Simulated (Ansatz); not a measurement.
Runs of Ansatz 0.2.0 on Ta3Cu. It takes space group I4/mmm (No. 139, tetragonal). Conventional cell: a = 4.013 Å, b = 4.013 Å, c = 8.416 Å, α = 90.00°, β = 90.00°, γ = 90.00°. Around Ta (site symmetry 4/mmm) lie 4 Cu at 2.84 Å and 8 Ta at 2.91 Å. Around Ta (site symmetry -4m2) lie 8 Ta at 2.84 to 2.91 Å and 4 Cu at 2.91 Å. Cu (site symmetry 4/mmm) is surrounded by 12 Ta at 2.84 to 2.91 Å. The cell comes from a database or a generator and needn't be the stable form of this composition.

```csv
level,cutoff (eV),gap on the mesh (eV),pressure (GPa),relaxed volume (Å³/atom)
BLYP,420,none,0.0,17.59
PBEsol,420,none,0.0,(a)
PBE,420,none,0.0,16.99
r2SCAN,500,none,0.0,(b)
revPBE,420,none,0.0,17.23
RPBE,420,none,0.0,17.33
LDA,420,none,0.0,15.92
```

Alike in all rows: task relaxation of cell and atoms; potentials or basis Ansatz PAW; no spin polarisation; cell relaxed; k mesh 9 × 9 × 9; smearing fermi-dirac 0.05 eV.

Q: Estimate the missing entries.

A: (a) 16.37; (b) 16.69.

Caveats: the plane-wave basis is chosen anew once the cell has moved, so the energies of steps on either side of that aren't comparable; the PAW data sets come from PBE, with cores solved anew for the run's functional, which leaves a small shift of forces and pressure (some runs).

A k mesh can miss the band edges, and the runs leave out spin-orbit coupling on Ta.

A gap of «none» marks a metal or a gap under the smearing width.
